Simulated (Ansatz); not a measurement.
# H3InS: the cost of one run

All numbers below are computed with Ansatz 0.2.0 (RKS PBE0-D4/def2-SVP).

## 1. The starting structure

Bond lengths: S1–In2 1.941 Å, S1–H3 1.412 Å, In2–H4 1.110 Å, In2–H5 1.149 Å. Angles: S1–In2–H4 128.0°, S1–In2–H5 68.4°, H4–In2–H5 161.3°, In2–S1–H3 92.4°.

Structure file:

```xyz
5

S     1.0668   -0.4639    0.4252
In   -0.3956    0.5209   -0.3870
H     0.1967   -1.4564    0.9276
H    -1.3033    0.1146   -0.8809
H     0.4852    1.2111   -0.1263
```

## 2. Relaxing end A

Contents of input.yaml:

```yaml
crystal:
  periodic: [false, false, false]
  atoms:
    - { symbol: S, position_ang: [1.0668, -0.4639, 0.4252] }
    - { symbol: In, position_ang: [-0.3956, 0.5209, -0.387] }
    - { symbol: H, position_ang: [0.1967, -1.4564, 0.9276] }
    - { symbol: H, position_ang: [-1.3033, 0.1146, -0.8809] }
    - { symbol: H, position_ang: [0.4852, 1.2111, -0.1263] }
basis:
  gaussian: { orbitals: def2-SVP }
hamiltonian:
  xc: pbe0
  dispersion: d4
relax:
  f_tol: 0.015
  max_steps: 40
output:
  orbitals: {}
```

Launch:

```
$ ansatz run input.yaml --threads 1 --pin off --max-ram 2048MiB --backend cpu --events-out ev --progress --plain --runs-dir out
```

**Question.** How long does this run take on 1 thread of Arm Neoverse V1, shared host, and how much memory does it need?

About 24 s, with a peak of 0.12 GiB.
